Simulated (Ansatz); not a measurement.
# Nb2B3C: the cost of one run

Method: DFT PBE, scalar-relativistic, plane waves, PAW, in Ansatz 0.2.0.

## Step 1: The system as given

Symmetry: P4/mmm, No. 123, tetragonal system. Conventional cell: a = 3.442 Å, b = 3.442 Å, c = 7.026 Å, α = 90.00°, β = 90.00°, γ = 90.00°. Nb (site symmetry 4/mmm) is surrounded by 4 B at 2.43 Å. Around Nb (site symmetry 4/mmm) lie 2 B at 1.86 Å and 4 C at 2.43 Å. B (site symmetry 4/mmm) is surrounded by 2 B at 1.65 Å. Around B (site symmetry 4mm) lie 1 B at 1.65 Å and 1 Nb at 1.86 Å. C (site symmetry 4/mmm) is surrounded by 4 Nb at 2.43 Å.

As a file:

```
Nb B C
1.0
     3.44245    0.00000    0.00000
     0.00000    3.44245    0.00000
     0.00000    0.00000    7.02568
Nb B C
2 3 1
Direct
  0.00000 0.00000 0.50000
  0.50000 0.50000 0.00000
  0.50000 0.50000 0.50000
  0.50000 0.50000 0.73528
  0.50000 0.50000 0.26472
  0.00000 0.00000 0.00000
```

A structure generator made this guess: random cell by space group and Wyckoff sites (P4/mmm, No. 123). The dimensions are guesses.

## Step 2: A first look at the guess

input.yaml

```yaml
crystal:
  lattice:
    - [3.44245383, 0.0, 0.0]
    - [0.0, 3.44245383, 0.0]
    - [0.0, 0.0, 7.02567853]
  atoms:
    - { symbol: Nb, position: [0.0, 0.0, 0.5] }
    - { symbol: Nb, position: [0.5, 0.5, 0.0] }
    - { symbol: B, position: [0.5, 0.5, 0.5] }
    - { symbol: B, position: [0.5, 0.5, 0.73528057] }
    - { symbol: B, position: [0.5, 0.5, 0.26471943] }
    - { symbol: C, position: [0.0, 0.0, 0.0] }
basis:
  ecutwfc: 420
kpoints:
  mp_grid: { grid: [6, 6, 4] }
hamiltonian:
  xc: pbe
scf:
  occupations: { method: gaussian, width: 0.1 }
  lower_state_search: "off"
output:
  forces: true
  stress: true
  eigenvalues: true
```

Started as:

```sh
> ansatz run input.yaml --threads 1 --pin off --max-ram 2560MiB --backend cpu --events-out ev --progress --plain --runs-dir out
```

**Question.** How long does this run take on 1 thread of Intel Xeon at 2.70GHz, shared host, and how much memory does it need?

About 4.1 s, with a peak of 0.38 GiB.
